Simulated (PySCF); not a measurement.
# From one method to the next for AsI (triplet)

What do other methods print for AsI (triplet)?

Method: method and basis as typed in the scripts; program: PySCF 2.14.0.

5 further runs of the same task are left out: 1 for a known fault of the program, 4 that didn't finish.

### Step 1. The system as given

AsI (triplet): 2 atoms, charge 0, spin multiplicity 3.

Bond lengths: As1–I2 2.609 Å.

### Step 2. The base run

Input file input.py:

```python
from pyscf import gto, scf, tdscf

mol = gto.M(
    atom='As 0 0 0; I 0 0 2.609',
    basis='lanl2dz',
    ecp={'As': 'lanl2dz', 'I': 'lanl2dz'},
    charge=0,
    spin=2,
    symmetry=True,
    verbose=4,
)
mf = scf.UHF(mol)
mf.kernel()
td = tdscf.TDHF(mf)
td.nstates = 6
td.kernel()
td.analyze(verbose=3)
mf.dip_moment()
print('orbital energies (hartree):', [e[max(0, n-3):n+3].round(4) for e, n in zip(mf.mo_energy, mol.nelec)])
```

Started as:

```console
$ OMP_NUM_THREADS=1 python input.py
```

### Step 3. Geometry optimisation

Edit 1 changes step after the SCF: tddft → optimize.

Input file input.py:

```python
from pyscf import gto, scf
from pyscf.geomopt.geometric_solver import optimize

mol = gto.M(
    atom='As 0 0 0; I 0 0 2.609',
    basis='lanl2dz',
    ecp={'As': 'lanl2dz', 'I': 'lanl2dz'},
    charge=0,
    spin=2,
    symmetry=True,
    verbose=4,
)
mf = scf.UHF(mol)
mf.kernel()
mol_eq = optimize(mf, maxsteps=30)
print('optimised geometry (angstrom)')
print(mol_eq.tostring('raw'))
print('orbital energies (hartree):', [e[max(0, n-3):n+3].round(4) for e, n in zip(mf.mo_energy, mol.nelec)])
```

### Step 4. SCF alone

Edit 2 changes step after the SCF: tddft → none.

Edit input.py of step 2 so:

```diff
@@ -1,2 +1,2 @@
-from pyscf import gto, scf, tdscf
+from pyscf import gto, scf
 
@@ -13,6 +13,2 @@
 mf.kernel()
-td = tdscf.TDHF(mf)
-td.nstates = 6
-td.kernel()
-td.analyze(verbose=3)
 mf.dip_moment()
```

### Step 5. ROHF

Edit 3 changes SCF type: UHF → ROHF.

Edit input.py of step 2 so:

```diff
@@ -11,3 +11,3 @@
 )
-mf = scf.UHF(mol)
+mf = scf.ROHF(mol)
 mf.kernel()
@@ -18,2 +18,2 @@
 mf.dip_moment()
-print('orbital energies (hartree):', [e[max(0, n-3):n+3].round(4) for e, n in zip(mf.mo_energy, mol.nelec)])
+print('orbital energies (hartree):', mf.mo_energy[..., max(0, mol.nelec[1]-3):mol.nelec[0]+3].round(4))
```

### Step 6. Number of roots 15

Edit 4 changes number of roots: 6 → 15.

Edit input.py of step 2 so:

```diff
@@ -14,3 +14,3 @@
 td = tdscf.TDHF(mf)
-td.nstates = 6
+td.nstates = 15
 td.kernel()
```

**Question.** What will these runs give? Wanted: for each run, E(SCF); from base; gap, α spin; SCF dipole; after the SCF.

The runs gave:

| run | E(SCF) (hartree) | from base (eV) | cycles | gap, α spin (eV) | SCF dipole (D) | after the SCF |
| --- | --- | --- | --- | --- | --- | --- |
| base | -17.120579 | 0 | 11 | 9.77 | 2.10 | lowest root found 2.93 eV |
| geometry optimisation | -17.120579 | 0.0000 | 11 | 9.77 | n/a | bond 2.783 Å, -0.061 eV |
| SCF alone | -17.120579 | 0.0000 | 11 | 9.77 | 2.10 | n/a |
| ROHF | -17.117525 | +0.0831 | 10 | n/a | 2.31 | lowest root found 3.14 eV |
| number of roots 15 | -17.120579 | 0.0000 | 11 | 9.77 | 2.10 | lowest root found 2.93 eV |

SCF columns refer to the geometry typed in the script.

Total energies from different bases, Hamiltonians or methods carry different errors, so properties are taken as differences within one set-up.
